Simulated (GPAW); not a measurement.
Write an ASE script for GPAW 26.7.0 that does the following.

| Quantity | Value |
| --- | --- |
| Task | band structure |
| Functional | PBEsol |
| Potentials or basis | PAW data sets generated in the run's folder for this functional |
| Cutoff | 600 eV |
| Basis | pw |
| k mesh | 7 × 7 × 7 |
| Occupations | fermi-dirac, width 0.05 eV |
| Spin | collinear spin, ferromagnetic start |
| Starting moments | [4.0, 4.0, 4.0, 0.0] μB |
| Hubbard terms | Mn d U = 4 eV |
| Maxiter | 150 |
| Band path | GXWKGLUWLK,UX |
| Band points | 100 |

The system is Mn3Al.

```xyz
4
Lattice="0.0000 2.8580 2.8580 2.8580 0.0000 2.8580 2.8580 2.8580 0.0000" Properties=species:S:1:pos:R:3 pbc="T T T"
Mn    0.0000    0.0000    0.0000
Mn    1.4290    1.4290    1.4290
Mn    4.2870    4.2870    4.2870
Al    2.8580    2.8580    2.8580
```

The cell comes from a database or a generator and needn't be the stable form of this composition.

The input as run:

run.py

```python
from ase import Atoms
from ase.dft.bandgap import bandgap
from ase.io import write
from ase.units import GPa
from gpaw import GPAW, PW, setup_paths

setup_paths.insert(0, '.')

atoms = Atoms(['Mn', 'Mn', 'Mn', 'Al'],
              cell=[[0.0, 2.858028, 2.858028],
                    [2.858028, 0.0, 2.858028],
                    [2.858028, 2.858028, 0.0]],
              scaled_positions=[[0.0, 0.0, 0.0],
                                [0.25, 0.25, 0.25],
                                [0.75, 0.75, 0.75],
                                [0.5, 0.5, 0.5]],
              pbc=True)
atoms.set_initial_magnetic_moments([4.0, 4.0, 4.0, 0.0])

calc = GPAW(mode=PW(600),
            xc='PBEsol',
            kpts={'size': (7, 7, 7), 'gamma': True},
            occupations={'name': 'fermi-dirac', 'width': 0.05},
            setups={'Mn': ':d,4.0'},
            nbands=43,
            convergence={'density': 1e-05, 'energy': 1e-05},
            maxiter=150,
            txt='gpaw.txt')
atoms.calc = calc
energy = atoms.get_potential_energy()
forces = atoms.get_forces()
stress = atoms.get_stress()
calc.write('gs.gpw')
write('result.traj', atoms)
print(f'Energy: {energy:.6f} eV')
print('Forces (eV/A):')
print(forces.round(4))
print('Stress (GPa):', (stress / GPa).round(3))
print('Moments:', calc.get_magnetic_moments().round(3))
print('Fermi level:', round(calc.get_fermi_level(), 4), 'eV')
print(f'Gap: {bandgap(calc)[0]:.4f} eV, direct: {bandgap(calc, direct=True)[0]:.4f} eV')

path = atoms.cell.bandpath('GXWKGLUWLK,UX', npoints=100, eps=1e-4)
bs_calc = calc.fixed_density(kpts=path, symmetry='off', nbands=59,
                             convergence={'bands': 'CBM+6.0', 'eigenstates': 1e-6}, txt='bands.txt')
bs = bs_calc.band_structure()
bs.write('bs.json')
print(f'Gap on the path: {bandgap(bs_calc)[0]:.4f} eV')
```

Potentials or basis: PAW data sets generated in the run's folder for this functional, pw.

Launch:

```sh
$ gpaw-setup -f PBEsol Al Mn
$ OMP_NUM_THREADS=1 python run.py
```

It gave:

| Quantity | Value |
| --- | --- |
| Pressure | 50.9 GPa |
| Band gap along the path | none (metal or under the smearing width) |
| Net moment | 10.71 μB per cell |
| Site moments | Mn +3.79, +3.48; Al -0.17 μB |

Caveat: a pressure of tens of GPa on the cell as given is suspect, and the run, the potentials or the cell itself is likely at fault; the U is typed as a test and isn't derived for this compound.

Run time: 4.3 min on 1 thread of Arm Neoverse V2 (shared host), peak memory 0.59 GiB.
